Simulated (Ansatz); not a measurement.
# CuS: the cost of one run

Method: DFT r²SCAN+U (U_eff = 3 eV on Cu d), plane waves, PAW, in Ansatz 0.2.0.

### 1 The system as given

The structure is cubic, space group F-43m (No. 216). The conventional cell has a = 5.638 Å, b = 5.638 Å, c = 5.638 Å, α = 90.00°, β = 90.00°, γ = 90.00°. Cu (site symmetry -43m) is surrounded by 4 S at 2.44 Å. S (site symmetry -43m) has 4 Cu at 2.44 Å as nearest neighbours.

As a file:

```xyz
2
Lattice="0.0000 2.8189 2.8189 2.8189 0.0000 2.8189 2.8189 2.8189 0.0000" Properties=species:S:1:pos:R:3 pbc="T T T"
Cu    0.0000    0.0000    0.0000
S     1.4095    1.4095    1.4095
```

Magnetic order typed: ferromagnetic.

An earlier series on this cell reached its lowest free state from «random orbitals: single harmonics, first filling», perhaps among other starts.

### 2 Random orbitals: single harmonics, second filling

Contents of input.yaml:

```yaml
crystal:
  lattice:
    - [0.0, 2.81892585, 2.81892585]
    - [2.81892585, 0.0, 2.81892585]
    - [2.81892585, 2.81892585, 0.0]
  atoms:
    - { symbol: Cu, position: [0.0, 0.0, 0.0], spin: 1.0 }
    - { symbol: S, position: [0.25, 0.25, 0.25] }
basis:
  ecutwfc: 500
  ecutrho_ratio: 4
kpoints:
  mp_grid: { grid: [6, 6, 6] }
hamiltonian:
  xc: r2scan
  hubbard:
    sites:
      - { site: 0, l: d, u_eff: 3.0, starting_ns: [{ spin: up, occupation_matrix: s0up }, { spin: down, occupation_matrix: s0down }] }
    occupation_matrices:
      s0up:
        matrix:
          - [0.97, 0.0, 0.0, 0.0, 0.0]
          - [0.0, 0.97, 0.0, 0.0, 0.0]
          - [0.0, 0.0, 0.97, 0.0, 0.0]
          - [0.0, 0.0, 0.0, 0.97, 0.0]
          - [0.0, 0.0, 0.0, 0.0, 0.97]
      s0down:
        matrix:
          - [0.97, 0.0, 0.0, 0.0, 0.0]
          - [0.0, 0.02, 0.0, 0.0, 0.0]
          - [0.0, 0.0, 0.97, 0.0, 0.0]
          - [0.0, 0.0, 0.0, 0.97, 0.0]
          - [0.0, 0.0, 0.0, 0.0, 0.97]
    ns_hold: { iters: 12 }
scf:
  occupations: { method: gaussian, width: 0.05 }
  lower_state_search: "off"
  max_iter: 150
output:
  forces: true
  stress: true
  eigenvalues: true
  populations: true
  hubbard: { sites: [{ site: 0, l: d }] }
magnetization:
  spin_polarized: true
```

The typed matrices put 0.97 on the chosen orbitals and 0.02 on the others, and are held for 12 cycles.

Started as:

```
$ ansatz run input.yaml --threads 2 --pin off --max-ram 3072MiB --backend cpu --events-out ev --progress --plain --runs-dir out
```

What time and memory should one allow on 2 threads of Arm Neoverse N1, shared host?

About 37 s, with a peak of 0.47 GiB.
